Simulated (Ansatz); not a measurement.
# C₃H₁₀O₃Si₂: up Jacob's ladder to CCSD(T)

An exercise on one series of results from a longer session: the logs are not shown, and one member is left open.

Computed with Ansatz 0.2.0, Gaussian basis. Level: functionals in def2-TZVPP, the program's frozen cores in correlated methods.

Plan: LDA (SPW92), PBE-D4, revPBE-D4, BLYP-D4, r2SCAN-D4, B97M-V, PBE0-D4, B3LYP-D4, r2SCANh-D4, r2SCAN0-D4, HSE06-D4, BHLYP-D4, CAM-B3LYP-D4, LC-ωPBE, ωB97X-V, ωB97M-V, B2PLYP, PBE-QIDH; CCSD(T)/def2-SVP; CCSD(T)/def2-TZVPP; MP2/def2-QZVPP; extrapolation to the limit; RPA on PBE.

1 further run of the same task is left out (it didn't finish).

### The relaxed structure

All runs share one geometry, relaxed beforehand with PBE0-D4 in a triple-zeta def2 set.

18 atoms, charge 0, spin multiplicity 1.

Atoms are counted from 1 here; the program's logs count them from 0.

Bond lengths: C1–C2 1.330 Å, C1–H9 1.087 Å, C1–H10 1.086 Å, C2–Si3 1.848 Å, C2–H11 1.089 Å, Si3–O4 1.639 Å, Si3–O5 1.630 Å, Si3–H12 1.485 Å, O4–H13 0.958 Å, O5–Si6 1.636 Å, Si6–C7 1.856 Å, Si6–O8 1.641 Å, Si6–H14 1.481 Å, C7–H15 1.094 Å, C7–H16 1.093 Å, C7–H17 1.093 Å, O8–H18 0.958 Å. Angles: C2–C1–H9 121.5°, C2–C1–H10 122.6°, H9–C1–H10 115.9°, C1–C2–Si3 121.6°, C1–C2–H11 118.5°, Si3–C2–H11 119.9°, C2–Si3–O4 106.7°, C2–Si3–O5 112.3°, C2–Si3–H12 109.6°, O4–Si3–O5 110.0°, O4–Si3–H12 111.7°, O5–Si3–H12 106.6°, Si3–O4–H13 117.8°, Si3–O5–Si6 149.9°, O5–Si6–C7 108.9°, O5–Si6–O8 109.3°, O5–Si6–H14 109.7°, C7–Si6–O8 112.3° and more.

The first run:

in.yaml

```yaml
crystal:
  periodic: [false, false, false]
  atoms:
    - {symbol: C, position_ang: [-1.976047, -0.513247, 2.073601]}
    - {symbol: C, position_ang: [-1.297122, 0.472601, 1.493230]}
    - {symbol: Si, position_ang: [-1.404348, 0.782058, -0.325455]}
    - {symbol: O, position_ang: [-1.744626, 2.374527, -0.513747]}
    - {symbol: O, position_ang: [-0.017422, 0.411989, -1.098403]}
    - {symbol: Si, position_ang: [1.596064, 0.146898, -1.060623]}
    - {symbol: C, position_ang: [1.951273, -1.232612, 0.128989]}
    - {symbol: O, position_ang: [2.127632, -0.185432, -2.576626]}
    - {symbol: H, position_ang: [-2.631924, -1.164857, 1.501420]}
    - {symbol: H, position_ang: [-1.917560, -0.715204, 3.139510]}
    - {symbol: H, position_ang: [-0.661536, 1.101958, 2.114934]}
    - {symbol: H, position_ang: [-2.460989, -0.077990, -0.916733]}
    - {symbol: H, position_ang: [-1.716214, 2.736093, -1.400602]}
    - {symbol: H, position_ang: [2.299978, 1.396499, -0.689701]}
    - {symbol: H, position_ang: [1.444037, -2.153340, -0.173236]}
    - {symbol: H, position_ang: [3.023617, -1.434954, 0.183410]}
    - {symbol: H, position_ang: [1.598031, -0.976729, 1.131389]}
    - {symbol: H, position_ang: [1.787156, -0.968248, -3.011346]}
basis:
  gaussian: {orbitals: def2-TZVPP}
hamiltonian: {xc: lda}
output: {orbitals: {seedname: orbitals}}
```

Steps of the session up to this table: LDA; PBE-D4 (GGA); revPBE-D4 (GGA); BLYP-D4 (GGA); r2SCAN-D4 (meta-GGA); B97M-V (meta-GGA); PBE0-D4 (hybrid); B3LYP-D4 (hybrid); r2SCANh-D4 (hybrid); r2SCAN0-D4 (hybrid); HSE06-D4 (hybrid); BHLYP-D4 (hybrid); CAM-B3LYP-D4 (range-separated); LC-ωPBE (range-separated); ωB97X-V (range-separated); ωB97M-V (range-separated); B2PLYP (double hybrid); PBE-QIDH (double hybrid).

One table of the session follows, with a row left open; its other results are not shown here.

It belongs to the step «Frontier levels by functional». 

| functional | HOMO (eV) | gap (eV) |
| --- | --- | --- |
| LDA (SPW92) | -7.00 | 5.19 |
| PBE-D4 | -6.86 | 5.30 |
| revPBE-D4 | -6.80 | 5.34 |
| BLYP-D4 | -6.73 | 5.34 |
| r2SCAN-D4 | -7.15 | 5.81 |
| B97M-V | -7.20 | 5.88 |
| PBE0-D4 | -8.13 | 7.60 |
| B3LYP-D4 | -7.89 | 7.14 |
| r2SCANh-D4 | -7.62 | 6.65 |
| r2SCAN0-D4 | -8.30 | 7.88 |
| HSE06-D4 | -7.73 | 6.81 |
| BHLYP-D4 | -9.12 | 9.71 |
| CAM-B3LYP-D4 | -9.48 | 10.11 |
| LC-ωPBE | -10.90 | 12.72 |
| ωB97X-V | ? | ? |
| ωB97M-V | -10.41 | 11.98 |

Q: Estimate the row for ωB97X-V from the others.

**Answer.** HOMO (eV): -10.51; gap (eV): 12.22. In the column «HOMO (eV)» it lies between LC-ωPBE (-10.90) and ωB97M-V (-10.41).
